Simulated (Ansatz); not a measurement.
CsLiCr2Te2S3:

```xyz
18
Lattice="3.6747 -0.0002 -0.0015 0.0007 6.2585 0.0027 0.0997 0.0151 18.8784" Properties=species:S:1:pos:R:3 pbc="T T T"
Cs    0.0873    6.2463   11.5116
Cs    1.9241    3.1114   12.0331
Li    1.9273    5.2275   18.6069
Li    3.7643    2.1113   18.5971
Cr    3.6657    0.0061    2.5383
Cr    1.8288    3.1327    2.5418
Cr    0.0887    4.2020   15.6893
Cr    1.9257    1.0600   15.7329
Te    0.0843    3.7384    8.7368
Te    1.9221    1.4273    8.5818
Te    1.8297    5.2398    4.3014
Te    3.6670    2.1091    4.3007
S     3.7641    6.2706   16.9998
S     1.9264    3.1716   16.9772
S     3.6659    4.1699    1.3573
S     1.8281    1.0434    1.3514
S     1.9258    5.2728   14.4419
S     0.0880    2.0646   14.4953
```

The cell was built by a generator and needn't be a form met in nature.

| Item | Value |
| --- | --- |
| Program | Ansatz 0.2.0 |
| Task | relaxation of cell and atoms |
| Functional | PBE |
| Dispersion | D4 |
| Potentials or basis | Ansatz PAW |
| Cutoff | 420 eV (not typed: the program's choice for these potentials) |
| k mesh | 5 × 3 × 1 |
| Occupations | fermi-dirac, width 0.05 eV |
| Spin | collinear spin, ferromagnetic start |
| Starting moments | [0.0, 0.0, 0.0, 0.0, 3.0, 3.0, 3.0, 3.0, 0.0, 0.0, 0.0, 0.0, 0.0, 0.0, 0.0, 0.0, 0.0, 0.0] μB |

At the start: volume 24.12 Å³/atom.

Problem. Where does the relaxation end?

Solution. It ends after 8 steps and the volume is 22.10 Å³/atom (-8.4 %); space group Pm (No. 6, to 0.05 Å); moment 11.33 μB per cell.

Step by step:
```
step  energy change (eV)  largest force (eV/Å)  volume (Å³)
   1              0.0000                0.1408       434.17
   2             -0.2043                0.1859       409.26
   3             -0.2772                0.0864       397.84
   4             -0.2817                0.0769       398.04
   5             -0.2880                0.0302       398.43
   6             -0.2887                0.0119       397.92
   7             -0.2888                0.0081       397.78
   8             -0.2847                0.0081       397.78
```

Final structure:
```
Cs Li Cr Te S
1.0
     3.62481   -0.00017   -0.01067
     0.00068    6.18361    0.01358
     0.05057    0.04831   17.74667
Cs Li Cr Te S
2 2 4 4 6
Direct
  0.00004 0.99956 0.59737
  0.49998 0.49798 0.62628
  0.50004 0.83314 0.99109
  0.99994 0.33481 0.99050
  0.99994 0.99762 0.14459
  0.49996 0.49905 0.14418
  0.00007 0.66973 0.82971
  0.50007 0.16763 0.83274
  0.99973 0.60280 0.44194
  0.49994 0.22977 0.43213
  0.50003 0.83200 0.24384
  0.00003 0.33206 0.24177
  0.00013 0.99890 0.90372
  0.50013 0.50452 0.90234
  0.99994 0.66513 0.07768
  0.49992 0.16482 0.07803
  0.50005 0.84235 0.75937
  0.00005 0.32813 0.76269
```

Caveat: the plane-wave basis is chosen anew once the cell has moved, so the energies of steps on either side of that aren't comparable; only a ferromagnetic start was run, and an antiferromagnetic order may lie lower in energy; pairwise dispersion overbinds metals, which lowers pressure and volume.
